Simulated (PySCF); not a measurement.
# Lu(OH)3: other functionals and bases at one geometry

An exercise on one series of results from a longer session: the logs are not shown, and one member is left open.

Computed with PySCF 2.14.0. Level: several levels, as the steps say, no spin–orbit coupling.

2 further runs of the same task are left out: 2 for a known fault of the program.

## Starting geometry

7 atoms, charge 0, spin multiplicity 1.

Bond lengths: Lu1–O2 1.997 Å, Lu1–O4 1.997 Å, Lu1–O6 1.997 Å, O2–H3 0.954 Å, O4–H5 0.954 Å, O6–H7 0.954 Å. Angles: O2–Lu1–O4 120.0°, O2–Lu1–O6 120.0°, O4–Lu1–O6 120.0°, Lu1–O2–H3 179.8°, Lu1–O4–H5 179.8°, Lu1–O6–H7 179.8°.

Geometry (Å):

```xyz
7

Lu    0.0000    0.0000    0.1375
O     1.9972    0.0000    0.1435
H     2.9512    0.0000    0.1497
O    -0.9986    1.7296    0.1435
H    -1.4756    2.5559    0.1497
O    -0.9986   -1.7296    0.1435
H    -1.4756   -2.5559    0.1497
```

Formal oxidation states: Lu +3. Each metal's 14 4f electrons lie in its core potential, so multiplicities, spins and levels count the valence alone. An earlier session relaxed this geometry at PBE0, Lu lcecp-1-SVP with ECP60, O def2-SVP, H def2-SVP (singlet, point group D3h).

At PBE0 on the finer grid: E = -267.234486 Eh, HOMO -7.68 eV, LUMO -1.32 eV, Mulliken charge on Lu1 +1.01 e, largest force component 0.002 eV/Å. 

Levels to run: wB97X; M06-L; TPSSh; PBE; PBE0, TZVP. Hardware: 2 threads of AMD EPYC 9R45 (Zen 5), shared host.

Set-up of the first run:

File run.py (the lines that set the calculation):

```python
mol = gto.M(atom='''
Lu     0.00000     0.00000     0.13754
O      1.99721     0.00001     0.14350
H      2.95125     0.00001     0.14972
O     -0.99861     1.72963     0.14350
H     -1.47564     2.55586     0.14972
O     -0.99860    -1.72964     0.14350
H     -1.47562    -2.55587     0.14972''',
    basis={'Lu': 'lcecp-1-SVP', 'O': 'def2-SVP', 'H': 'def2-SVP'},
    ecp={'Lu': 'lcecp-1-SVP'},
    charge=0, spin=0)
mf = dft.RKS(mol, xc='WB97X')
mf.grids.atom_grid = (75, 302)  # f atoms: unpruned, at least (60, 302)
mf = mf.density_fit()  # fitting sets: Lu AutoAux, O def2-universal-JKFIT, H def2-universal-JKFIT
mf.conv_tol = 1e-08; mf.max_cycle = 55
mf.kernel(dm0)  # dm0: the density of the relaxed state
```

The run is started by

```bash
$ OMP_NUM_THREADS=2 python run.py
```

Steps of the session up to this table: wB97X; M06-L; TPSSh; PBE; PBE0, TZVP.

One table of the session follows, with a row left open; its other results are not shown here.

| level | HOMO (eV) | gap (eV) | charge on Lu1 (e) | largest force component (eV/Å) |
| --- | --- | --- | --- | --- |
| PBE0 (relaxed here) | -7.68 | 6.36 | 1.01 | 0.00 |
| wB97X | -10.17 | 10.66 | 1.01 | 0.23 |
| M06-L | ? | ? | ? | ? |
| TPSSh | -6.73 | 5.22 | 0.97 | 0.29 |
| PBE | -5.99 | 3.91 | 0.79 | 0.57 |
| PBE0, TZVP | -7.91 | 6.52 | 1.62 | 0.25 |

**Question.** Estimate the row for M06-L.

As computed: HOMO (eV): -6.16; gap (eV): 5.43; charge on Lu1 (e): 1.16; largest force component (eV/Å): 0.26. In the column «HOMO (eV)» it lies between TPSSh (-6.73) and PBE (-5.99).

In one basis the HOMO–LUMO gap runs from 3.91 eV (PBE) to 10.66 eV (wB97X). The largest leftover force, 0.57 eV/Å with PBE, stands at a geometry relaxed at another level. With 4f in the core, its levels are missing from HOMO and gap, and its count is fixed, so no charge can pass from the ligands into it. Total energies of different levels can't be compared.
